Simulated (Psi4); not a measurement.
# SF6 (sulfur hexafluoride): B3LYP/6-31G(d) (spherical functions)

What is the vertical singlet–triplet gap of SF6 (sulfur hexafluoride) at B3LYP/6-31G* (spherical functions)? 

The results are computed with Psi4 1.11.

## 1. Starting point

The species is SF6 (7 atoms), meant as a singlet with charge 0. SMILES: `FS(F)(F)(F)(F)F`. The coordinates come from a PBE0-D4/def2-TZVP relaxation.

Bond lengths: F1–S2 1.565 Å, S2–F3 1.565 Å, S2–F4 1.565 Å, S2–F5 1.565 Å, S2–F6 1.565 Å, S2–F7 1.565 Å. Some angles: F1–S2–F3 90.0°, F1–S2–F4 90.0°, F1–S2–F5 180.0°, F1–S2–F6 90.0°, F1–S2–F7 90.0°, F3–S2–F4 180.0°, F3–S2–F5 90.0°, F3–S2–F6 90.0°, F3–S2–F7 90.0°, F4–S2–F5 90.0°.

## 2. Energy and gradient at B3LYP/6-31G(d) (spherical functions)

File input.json:

```json
{
 "schema_name": "qcschema_input",
 "schema_version": 1,
 "molecule": {
  "schema_name": "qcschema_molecule",
  "schema_version": 2,
  "symbols": ["F", "S", "F", "F", "F", "F", "F"],
  "geometry": [-1.06966058, -2.47249876, 1.22102764, 0.0, 0.0, 0.0, 2.20085063, 0.02367827, 1.97587874, -2.20077504, -0.02371606, -1.97597322, 1.06956609, 2.47257435, -1.22098984, -1.66156059, 1.62304797, 1.8312202, 1.66156059, -1.62308577, -1.83116351],
  "molecular_charge": 0,
  "molecular_multiplicity": 1,
  "fix_symmetry": "c1"
 },
 "driver": "gradient",
 "model": {
  "method": "b3lyp",
  "basis": "6-31G*"
 },
 "keywords": {
  "puream": true,
  "e_convergence": 1e-09,
  "d_convergence": 1e-08,
  "scf_type": "pk",
  "dft_radial_points": 99,
  "dft_spherical_points": 590
 }
}
```

Started as:

```sh
$ psi4 --qcschema input.json -n 1 --memory 2200MB
```

stdout:

```text
[...]
  Running in c1 symmetry.
[...]
  Nuclear repulsion =  565.564094729426301
[...]
  Multiplicity = 1
[...]
  Nalpha       = 35
  Nbeta        = 35
[...]
    Number of basis functions: 102
[...]
   @RKS iter   1:  -996.85359653688488    6.85517e-01   8.37633e-03 DIIS/ADIIS
[...]
   @RKS iter   9:  -997.09419128066213   -2.18279e-11   3.33160e-09 DIIS
[...]
    Orbital Energies [Eh]
    ---------------------
    Doubly Occupied:
       1A    -89.333175     2A    -24.757662     3A    -24.757638
       4A    -24.757630     5A    -24.757629     6A    -24.757567
       7A    -24.757562     8A     -8.335438     9A     -6.302020
      10A     -6.302020    11A     -6.302020    12A     -1.413393
      13A     -1.286263    14A     -1.286257    15A     -1.286257
      16A     -1.233240    17A     -1.233237    18A     -0.815496
      19A     -0.668448    20A     -0.668445    21A     -0.668443
      22A     -0.558951    23A     -0.558950    24A     -0.558948
      25A     -0.526101    26A     -0.526098    27A     -0.470551
      28A     -0.470550    29A     -0.470548    30A     -0.466111
      31A     -0.466110    32A     -0.466107    33A     -0.424821
      34A     -0.424821    35A     -0.424819
[...]
  @RKS Final Energy:  -997.09419128066213
   => Energetics <=
    Nuclear Repulsion Energy =            565.5640947294263015
    One-Electron Energy =               -2509.1074717996907566
    Two-Electron Energy =                1018.0950525024613853
    DFT Exchange-Correlation Energy =     -71.6458667128591600
    Empirical Dispersion Energy =           0.0000000000000000
    VV10 Nonlocal Energy =                  0.0000000000000000
    Total Energy =                       -997.0941912806621303
[...]
 Multipole Moments:
 ------------------------------------------------------------------------------------
     Multipole            Electronic (a.u.)      Nuclear  (a.u.)        Total (a.u.)
 ------------------------------------------------------------------------------------
 L = 1.  Multiply by 2.5417464519 to convert [e a0] to [Debye]
 Dipole X            :          0.0000092            0.0000021            0.0000113
 Dipole Y            :         -0.0000091           -0.0000000           -0.0000091
 Dipole Z            :          0.0000007           -0.0000000            0.0000007
 Magnitude           :                                                    0.0000145
[...]
  -Total Gradient:
     Atom            X                  Y                   Z
    ------   -----------------  -----------------  -----------------
       1        0.010413320379     0.024124267089    -0.011883388115
       2        0.000003319578    -0.000004366346     0.000000330843
       3       -0.021482623607    -0.000224337116    -0.019282307905
       4        0.021486831978     0.000220104434     0.019273905602
       5       -0.010417845615    -0.024114539030     0.011883626540
       6        0.016199390816    -0.015795756893    -0.017866957174
       7       -0.016202396575     0.015794665421     0.017874838632
[...]
```

The result, in JSON:

```text
{
 "driver": "gradient",
 "model": {
  "method": "b3lyp",
  "basis": "6-31G*"
 },
 "success": true,
 "return_result": [0.01041332037867733, 0.0241242670893905, -0.011883388115285484, 3.319578176448742e-06, -4.366345928214586e-06, 3.308434502050554e-07, -0.02148262360705791, -0.0002243371159402741, -0.019282307905338497, 0.021486831978462517, 0.00022010443353315907, 0.019273905602499586, -0.010417845615008872, -0.024114539030054283, 0.011883626539508585, 0.016199390815556935, -0.015795756893250495, -0.017866957173690273, -0.01620239657490552, 0.015794665421143272, 0.017874838631878],
 "properties": {
  "calcinfo_nbasis": 102,
  "calcinfo_nmo": 102,
  "calcinfo_nalpha": 35,
  "calcinfo_nbeta": 35,
  "calcinfo_natom": 7,
  "nuclear_repulsion_energy": 565.5640947294263,
  "return_energy": -997.0941912806621,
  "return_gradient": [0.01041332037867733, 0.0241242670893905, -0.011883388115285484, 3.319578176448742e-06, -4.366345928214586e-06, 3.308434502050554e-07, -0.02148262360705791, -0.0002243371159402741, -0.019282307905338497, 0.021486831978462517, 0.00022010443353315907, 0.019273905602499586, -0.010417845615008872, -0.024114539030054283, 0.011883626539508585, 0.016199390815556935, -0.015795756893250495, -0.017866957173690273, -0.01620239657490552, 0.015794665421143272, 0.017874838631878],
  "scf_one_electron_energy": -2509.1074717996908,
  "scf_two_electron_energy": 1018.0950525024614,
  "scf_xc_energy": -71.64586671285916,
  "scf_dipole_moment": [1.1300498517829993e-05, -9.096874681230327e-06, 6.898183283476911e-07],
  "scf_total_energy": -997.0941912806621,
  "scf_total_gradient": [0.01041332037867733, 0.0241242670893905, -0.011883388115285484, 3.319578176448742e-06, -4.366345928214586e-06, 3.308434502050554e-07, -0.02148262360705791, -0.0002243371159402741, -0.019282307905338497, 0.021486831978462517, 0.00022010443353315907, 0.019273905602499586, -0.010417845615008872, -0.024114539030054283, 0.011883626539508585, 0.016199390815556935, -0.015795756893250495, -0.017866957173690273, -0.01620239657490552, 0.015794665421143272, 0.017874838631878],
  "scf_iterations": 9
 }
}
```

Wall time 17 s (1 thread of AMD EPYC 9R45 (Zen 5), shared host); peak memory 0.92 GiB.

## 3. The triplet, same level

File f6s.xyz:

```xyz
7
F6S
F     -0.566040    -1.308390     0.646140
S      0.000000     0.000000     0.000000
F      1.164640     0.012530     1.045590
F     -1.164600    -0.012550    -1.045640
F      0.565990     1.308430    -0.646120
F     -0.879260     0.858880     0.969040
F      0.879260    -0.858900    -0.969010
```

File f6s.py:

```python
import psi4

psi4.set_memory('2200 MB')
psi4.set_num_threads(1)
psi4.core.set_output_file('psi4.out', False)

with open('f6s.xyz') as f:
    atoms = ''.join(f.readlines()[2:])
mol = psi4.geometry('0 3\n' + atoms + 'symmetry c1\nno_reorient\nno_com')

options = {'basis': '6-31G*', 'reference': 'uks', 'puream': True, 'e_convergence': 1e-09, 'd_convergence': 1e-08, 'scf_type': 'pk', 'dft_radial_points': 99, 'dft_spherical_points': 590, 'maxiter': 100}
psi4.set_options(options)

e, wfn = psi4.gradient("B3LYP", return_wfn=True)
psi4.oeprop(wfn, "DIPOLE", "MAYER_INDICES", "MULLIKEN_CHARGES", title="B3LYP")
print('gradient / Eh bohr^-1')
print(e.np.round(6))
print(f'energy = {wfn.energy():.10f} Eh')
```

Started as:

```sh
$ python f6s.py
```

psi4.out, cut to the lines that bear on the results:

```text
[...]
  Running in c1 symmetry.
[...]
  Nuclear repulsion =  565.564093798421709
[...]
  Multiplicity = 3
[...]
  Nalpha       = 36
  Nbeta        = 34
[...]
    Number of basis functions: 102
[...]
   @UKS iter   1:  -996.63736605370207    9.01748e-01   6.60684e-03 ADIIS/DIIS
[...]
   @UKS iter  26:  -996.78340541876946   -1.60753e-10   7.48096e-09 DIIS
[...]
   @S^2 Observed:                2.003417799E+00
[...]
  @UKS Final Energy:  -996.78340541876946
   => Energetics <=
    Nuclear Repulsion Energy =            565.5640937984217089
    One-Electron Energy =               -2510.2372052945765972
    Two-Electron Energy =                1019.5795229601224037
    DFT Exchange-Correlation Energy =     -71.6898168827370341
    Empirical Dispersion Energy =           0.0000000000000000
    VV10 Nonlocal Energy =                  0.0000000000000000
    Total Energy =                       -996.7834054187694619
  UHF NO Occupations:
  HONO-2 :   34  A 1.9997186
  HONO-1 :   35  A 1.0000000
[...]
  -Total Gradient:
     Atom            X                  Y                   Z
    ------   -----------------  -----------------  -----------------
       1        0.049798808824     0.115150283357    -0.056934454390
       2       -0.000001827524     0.000004503609     0.000000127134
       3       -0.102557658371    -0.001008527636    -0.092042131991
       4        0.102559656801     0.001009103922     0.092041794148
       5       -0.049801647738    -0.115152372472     0.056935730487
       6        0.077471714318    -0.075522364993    -0.085302342371
       7       -0.077469052615     0.075519416539     0.085301327196
[...]
 Multipole Moments:
 ------------------------------------------------------------------------------------
     Multipole            Electronic (a.u.)      Nuclear  (a.u.)        Total (a.u.)
 ------------------------------------------------------------------------------------
[...]
```

The script printed:

```text
gradient / Eh bohr^-1
[[ 4.97990e-02  1.15150e-01 -5.69340e-02]
 [-2.00000e-06  5.00000e-06  0.00000e+00]
 [-1.02558e-01 -1.00900e-03 -9.20420e-02]
 [ 1.02560e-01  1.00900e-03  9.20420e-02]
 [-4.98020e-02 -1.15152e-01  5.69360e-02]
 [ 7.74720e-02 -7.55220e-02 -8.53020e-02]
 [-7.74690e-02  7.55190e-02  8.53010e-02]]
energy = -996.7834054188 Eh
```

Run time: 44 s. Hardware: 1 thread of AMD EPYC 9R45 (Zen 5), shared host; peak memory 0.92 GiB.

## 4. Summary of results

Level: B3LYP/6-31G* (spherical functions).

```
                                        quantity          value
                           singlet: total energy  -997.09419 Eh
                          singlet: dipole moment         0.00 D
                            singlet: HOMO energy      -11.56 eV
                            singlet: LUMO energy       -1.21 eV
                          singlet: HOMO–LUMO gap       10.35 eV
               singlet: largest force on an atom     1.484 eV/Å
                           triplet: total energy  -996.78341 Eh
                          triplet: dipole moment         0.00 D
     triplet: HOMO energy (highest over α and β)       -2.97 eV
                                   triplet: ⟨S²⟩          2.003
               triplet: largest force on an atom     7.086 eV/Å
vertical energy of the triplet above the singlet       8.457 eV
```

In words: At this shape the triplet lies 8.46 eV (816 kJ/mol) above the singlet. The largest force (singlet) is 1.48 eV/Å: the shape isn't a stationary point for this species at this level.
